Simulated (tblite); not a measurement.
# C4H11BO2Si: the cost of one run

The runs use tblite 0.8.0 and PySCF 2.14.0, with density-fitted response routines of our own; the level of theory stands in each step. All values are computed, except where a source is named. Atoms are numbered from 0 throughout.

## (1) Starting geometry

19 atoms, charge 0, multiplicity 1; geometry from: force field or distance geometry start.

Bonds of the start (Å): C0–C1 1.31, C1–B2 1.57, B2–O3 1.46, O3–Si4 1.72, B2–O5 1.44, O5–C6 1.37, C6–C7 1.53, C0–H8 1.08, C0–H9 1.09, C1–H10 1.11, Si4–H11 1.49, Si4–H12 1.48, Si4–H13 1.46, C6–H14 1.10, C6–H15 1.11, C7–H16 1.11, C7–H17 1.12, C7–H18 1.12.

## (2) Relaxing the molecule with GFN2-xTB

The job: settings as JSON, then the geometry in Å.

```
{"job": {"kind": "relax", "xc": "GFN2-xTB", "basis": "xTB"}, "charge": 0, "multiplicity": 1}
C     -1.553200     2.122200    -0.388800
C     -0.958100     1.274600     0.420000
B     -0.315700    -0.080000    -0.056400
O     -1.189400    -1.220100    -0.335600
Si    -2.788700    -0.986600     0.262100
O      1.006800    -0.359400     0.454000
C      1.968800    -0.453300    -0.523700
C      3.301900    -0.744300     0.158800
H     -1.666400     1.956500    -1.452300
H     -1.963800     3.025700     0.068200
H     -0.886600     1.510800     1.500100
H     -3.694700    -1.197700    -0.899900
H     -3.129500    -1.985100     1.302900
H     -2.928700     0.385400     0.750300
H      2.070100     0.480300    -1.105700
H      1.787000    -1.286300    -1.240800
H      3.170700    -0.765200     1.261900
H      3.715500    -1.741700    -0.150400
H      4.044500     0.073300    -0.032100
```

Launch:

```sh
$ OMP_NUM_THREADS=1 python probes_run.py task.json out
```

One launch serves the whole session: the jobs run in the order shown.

**Question.** How long does this first job take on 1 thread of Arm Neoverse N1, shared host, and how much memory does it need?

About 3.1 s, with a peak of 0.18 GiB.
